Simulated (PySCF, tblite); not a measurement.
# C5H5F3N2: geometry, infrared bands and NMR shifts

What infrared bands and NMR shifts should C5H5F3N2 (`C=C/C(=N/N=C)C(F)(F)F`) show?

Programs: tblite 0.8.0 and PySCF 2.14.0, with density-fitted response routines of our own. Each step states its level of theory. These are calculated values for one molecule in the gas phase, unless marked as measured. Atoms count from 0, in the outputs and in this text.

### 1 The starting structure

15 atoms, charge 0, multiplicity 1; geometry from: force field or distance geometry start.

Bonds of the start (Å): C0–C1 1.32, C1–C2 1.47, C2–N3 1.27, N3–N4 1.40, N4–C5 1.30, C2–C6 1.50, C6–F7 1.38, C6–F8 1.41, C6–F9 1.39, C0–H10 1.07, C0–H11 1.11, C1–H12 1.09, C5–H13 1.08, C5–H14 1.06.

### 2 Geometry optimisation with GFN2-xTB

The job: settings as JSON, then the geometry in Å.

```
{"job": {"kind": "relax", "xc": "GFN2-xTB", "basis": "xTB"}, "charge": 0, "multiplicity": 1}
C     -2.169000    -1.208700     0.302500
C     -1.807700     0.015100    -0.053400
C     -0.374200     0.325100     0.079100
N      0.502400    -0.494200     0.485800
N      1.863700    -0.201500     0.617400
C      2.662300    -1.061300     0.063200
C      0.033400     1.707900    -0.321900
F     -0.297100     1.892100    -1.646100
F      1.427000     1.834200    -0.192600
F     -0.623300     2.637900     0.469300
H     -1.449500    -1.917500     0.655300
H     -3.245700    -1.456800     0.218700
H     -2.542800     0.737900    -0.393200
H      3.720800    -0.876000     0.124400
H      2.295400    -1.926000    -0.430300
```

The run is started by

```sh
$ OMP_NUM_THREADS=1 python probes_run.py task.json out
```

The driver reads the jobs from task.json and runs them one after another.

**Question.** This job is followed by: GFN2-xTB harmonic vibrations, gas phase; GIAO PBE0/pcSseg-1 NMR shielding, non-relativistic, gas phase. What will the session give for the following? strongest single infrared mode (GFN2-xTB); zero-point energy (GFN2-xTB); 13C shifts against TMS (PBE0/pcSseg-1); 1H shifts against TMS (PBE0/pcSseg-1); 15N shifts against NH3 (PBE0/pcSseg-1); 19F shifts against CFCl3 (PBE0/pcSseg-1, means over atoms taken as alike); surface potential, 1st and 99th percentile.

As calculated:

| quantity | value |
| --- | --- |
| strongest single infrared mode (GFN2-xTB) | 1029 cm⁻¹, 342 km/mol |
| zero-point energy (GFN2-xTB) | 59.8 kcal/mol |
| 13C shifts against TMS (PBE0/pcSseg-1) | 134.0, 132.3, 127.9, 116.0, 109.4 ppm |
| 1H shifts against TMS (PBE0/pcSseg-1) | 6.48, 6.47, 6.23, 6.09, 5.91 ppm |
| 15N shifts against NH3 (PBE0/pcSseg-1) | 397.5, 359.7 ppm |
| 19F shifts against CFCl3 (PBE0/pcSseg-1, means over atoms taken as alike) | -77.4 ppm |
| surface potential, 1st and 99th percentile | -0.72 V and 1.14 V |

In words: Over 75 steps the energy fell by 1.081 eV; of the close pairs, N3–N4 changed most, 1.399 to 1.252 Å. All 39 modes are real, so the xTB geometry is a minimum. The strongest single mode, at 1029 cm⁻¹, moves mainly C6. Unscaled tight-binding wavenumbers are off by several per cent, some by more. Its intensities can rank the bands wrongly. The most deshielded carbon is C1 (alkene CH), at 134.0 ppm: an sp2 carbon of a C=C bond. At PBE0/pcSseg-1: Shielding is most anisotropic at N4 (span 519 ppm, paramagnetic term -457 ppm). By nearest atom (PBE0/pcSseg-1), the HOMO sits on N4 27 %; C0 20 % and the LUMO on N3 26 %; C0, C2 about 17 % each.
